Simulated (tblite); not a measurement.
# C2H11AsO2Si3: the cost of one run

Computed with tblite 0.8.0 and PySCF 2.14.0, with density-fitted response routines of our own, on a single molecule in the gas phase. Atoms are numbered from 0 throughout.

## Step 1: The molecule as given

19 atoms, charge 0, multiplicity 1; geometry from: force field or distance geometry start.

Bonds of the start (Å): Si0–O1 1.71, O1–Si2 1.67, Si2–As3 2.31, Si2–O4 1.75, O4–C5 1.37, C5–C6 1.50, C6–Si7 1.89, Si7–Si2 2.26, Si0–H8 1.46, Si0–H9 1.45, Si0–H10 1.47, As3–H11 1.57, As3–H12 1.55, C5–H13 1.09, C5–H14 1.10, C6–H15 1.10, C6–H16 1.10, Si7–H17 1.46, Si7–H18 1.45.

## Step 2: Relaxing the molecule with GFN2-xTB

Job settings and geometry (Å):

```
{"job": {"kind": "relax", "xc": "GFN2-xTB", "basis": "xTB"}, "charge": 0, "multiplicity": 1}
Si     2.822800    -0.656000    -0.043700
O      1.711400     0.169500     0.963100
Si     0.328100     0.711000     0.199100
As     0.622600     2.492700    -1.234400
O     -1.017400     0.947300     1.284900
C     -1.599100    -0.281500     1.480600
C     -2.264500    -0.743400     0.216600
Si    -0.755900    -0.932400    -0.902900
H      2.177400    -1.564700    -0.990100
H      3.709300     0.298800    -0.688000
H      3.661300    -1.496700     0.827800
H     -0.805300     2.960100    -1.692600
H      1.387300     3.686100    -0.598600
H     -2.326000    -0.186400     2.292700
H     -0.800400    -0.989200     1.740800
H     -2.819300    -1.684000     0.342100
H     -2.880600     0.070500    -0.183000
H     -1.055700    -0.574100    -2.283400
H     -0.105800    -2.218200    -0.738500
```

Started as:

```console
$ OMP_NUM_THREADS=1 python probes_run.py task.json out
```

One launch serves the whole session: the jobs run in the order shown.

**Question.** How long does this first job take on 1 thread of Arm Neoverse N1, shared host, and how much memory does it need?

About 4.4 s, with a peak of 0.18 GiB.
